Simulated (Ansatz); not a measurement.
# ZrC: stress in a strained cell

ZrC is deformed so: zz strain of -2 %. What stress and forces result, by LAPW, PAW and all-electron datasets made for the crystal?

Method: DFT PBEsol, scalar-relativistic, in Ansatz 0.2.0.

**1. Starting point**

Symmetry: Fm-3m, No. 225, cubic system. Conventional cell: a = 4.700 Å, b = 4.700 Å, c = 4.700 Å, α = 90.00°, β = 90.00°, γ = 90.00°. Around Zr (site symmetry m-3m) lie 6 C at 2.35 Å. Around C (site symmetry m-3m) lie 6 Zr at 2.35 Å.

As a file:

```
Zr C
1.0
     0.00000    2.35021    2.35021
     2.35021    0.00000    2.35021
     2.35021    2.35021    0.00000
Zr C
1 1
Direct
  0.50000 0.50000 0.50000
  0.00000 0.00000 0.00000
```

Atoms are numbered in the order of the input: Zr1, C2.

**2. After the deformation**

Space group Fm-3m before, I4/mmm after.

**3. Full-potential LAPW**

Input file input.yaml:

```yaml
crystal:
  lattice:
    - [0.0, 2.35021, 2.3032058]
    - [2.35021, 0.0, 2.3032058]
    - [2.35021, 2.35021, 0.0]
  atoms:
    - { symbol: Zr, position: [0.5, 0.5, 0.5] }
    - { symbol: C, position: [0.0, 0.0, 0.0] }
kpoints:
  mp_grid: { grid: [15, 15, 15] }
  band_path:
    path:
      - [0.0, 0.0, 0.0]
      - [0.0, 0.5, 0.5]
      - [0.25, 0.75, 0.5]
      - [0.0, 0.5, 0.0]
      - [0.0, 0.0, 0.0]
      - [0.5, 0.5, 0.0]
      - [0.3801541025, 0.6198458975, 0.0]
      - [-0.3801541025, 0.3801541025, 0.0]
      - [0.0, 0.0, 0.0]
    npoints: 5
scf:
  occupations: { method: fermi_dirac, width: 0.05 }
hamiltonian:
  xc: pbesol
  pseudopotentials: { kind: all_electron, lapw: { basis_error: 0.00025 } }
output:
  forces: true
  stress: true
  eigenvalues: true
```

Launch:

```console
> ansatz run input.yaml --threads 1 --pin off --max-ram 3072MiB --backend cpu --events-out ev --progress --plain --runs-dir out
```

**4. PAW on the default files**

Input file input.yaml:

```yaml
crystal:
  lattice:
    - [0.0, 2.35021, 2.3032058]
    - [2.35021, 0.0, 2.3032058]
    - [2.35021, 2.35021, 0.0]
  atoms:
    - { symbol: Zr, position: [0.5, 0.5, 0.5] }
    - { symbol: C, position: [0.0, 0.0, 0.0] }
kpoints:
  mp_grid: { grid: [15, 15, 15] }
scf:
  occupations: { method: fermi_dirac, width: 0.05 }
hamiltonian:
  xc: pbesol
  pseudopotentials: { kind: paw }
output:
  forces: true
  stress: true
  eigenvalues: true
  efg: { contact_densities: true }
```

**5. All-electron PAW on datasets made for the crystal**

Edit input.yaml of step 4 so:

```diff
@@ -14,3 +14,3 @@
   xc: pbesol
-  pseudopotentials: { kind: paw }
+  pseudopotentials: { kind: all_electron, datasets: crystal }
 output:
```

(Steps that only read results are left out.)

Before running it: what results should come out? Wanted: pressure; largest shear or deviatoric stress.

**Answer**, as computed:

```
                                 quantity                                           value
                                 pressure  LAPW 0.24, PAW 0.18, crystal datasets 0.24 GPa
largest shear or deviatoric stress (LAPW)                                        5.39 GPa
```

What this shows: The largest part of the stress beyond the pressure is 5.39 GPa in size, in the zz component; the atoms are carried along and not relaxed. No run of the undeformed cell stands beside it, so the pressure holds what the given cell had before the change. PAW: stress within 0.06 GPa of LAPW. Crystal datasets: stress within 0.01 GPa of LAPW.
